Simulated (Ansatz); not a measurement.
# SiGe3Ru2: the cost of one run

Computed with Ansatz 0.2.0 (DFT PBE, scalar-relativistic, plane waves, PAW, unless a step's input says otherwise).

### Step 1. The system as given

Symmetry: P4/mmm, No. 123, tetragonal system. Conventional cell: a = 3.983 Å, b = 3.983 Å, c = 7.199 Å, α = 90.00°, β = 90.00°, γ = 90.00°. Si (site symmetry 4/mmm) is surrounded by 4 Ge at 2.82 Å. Ge (site symmetry 4mm) is surrounded by 1 Ge at 2.13 Å. Ge (site symmetry 4/mmm) has 2 Ge at 2.13 Å and 4 Si at 2.82 Å as nearest neighbours. Ru (site symmetry mmm) has 4 Ge at 2.48 Å and 4 Ru at 2.82 Å as nearest neighbours.

Structure file:

```cif
data_structure
_symmetry_space_group_name_H-M 'P4/mmm'
_symmetry_Int_Tables_number 123
_cell_length_a 3.9829
_cell_length_b 3.9829
_cell_length_c 7.1992
_cell_angle_alpha 90.000
_cell_angle_beta 90.000
_cell_angle_gamma 90.000
_cell_volume 114.21
loop_
_atom_site_label
_atom_site_type_symbol
_atom_site_symmetry_multiplicity
_atom_site_Wyckoff_symbol
_atom_site_fract_x
_atom_site_fract_y
_atom_site_fract_z
_atom_site_occupancy
Si1 Si 1 a 0.00000 0.00000 0.00000 1
Ge1 Ge 2 h 0.50000 0.50000 0.70442 1
Ge2 Ge 1 c 0.50000 0.50000 0.00000 1
Ru1 Ru 2 e 0.00000 0.50000 0.50000 1
```

The cell is invented: random cell by space group and Wyckoff sites (P4/mmm, No. 123). The dimensions are guesses.

### Step 2. A first look at the guess

input.yaml

```yaml
crystal:
  lattice:
    - [3.98294734, 0.0, 0.0]
    - [0.0, 3.98294734, 0.0]
    - [0.0, 0.0, 7.19921898]
  atoms:
    - { symbol: Si, position: [0.0, 0.0, 0.0] }
    - { symbol: Ge, position: [0.5, 0.5, 0.70442272] }
    - { symbol: Ge, position: [0.5, 0.5, 0.29557728] }
    - { symbol: Ge, position: [0.5, 0.5, 0.0] }
    - { symbol: Ru, position: [0.0, 0.5, 0.5] }
    - { symbol: Ru, position: [0.5, 0.0, 0.5] }
basis:
  ecutwfc: 420
kpoints:
  mp_grid: { grid: [4, 4, 4] }
hamiltonian:
  xc: pbe
scf:
  occupations: { method: gaussian, width: 0.1 }
  lower_state_search: "off"
output:
  forces: true
  stress: true
  eigenvalues: true
```

Run with:

```bash
> ansatz run input.yaml --threads 1 --pin off --max-ram 2560MiB --backend cpu --events-out ev --progress --plain --runs-dir out
```

What time and memory should one allow on 1 thread of Arm Neoverse V1, shared host?

About 6.5 s, with a peak of 0.4 GiB.
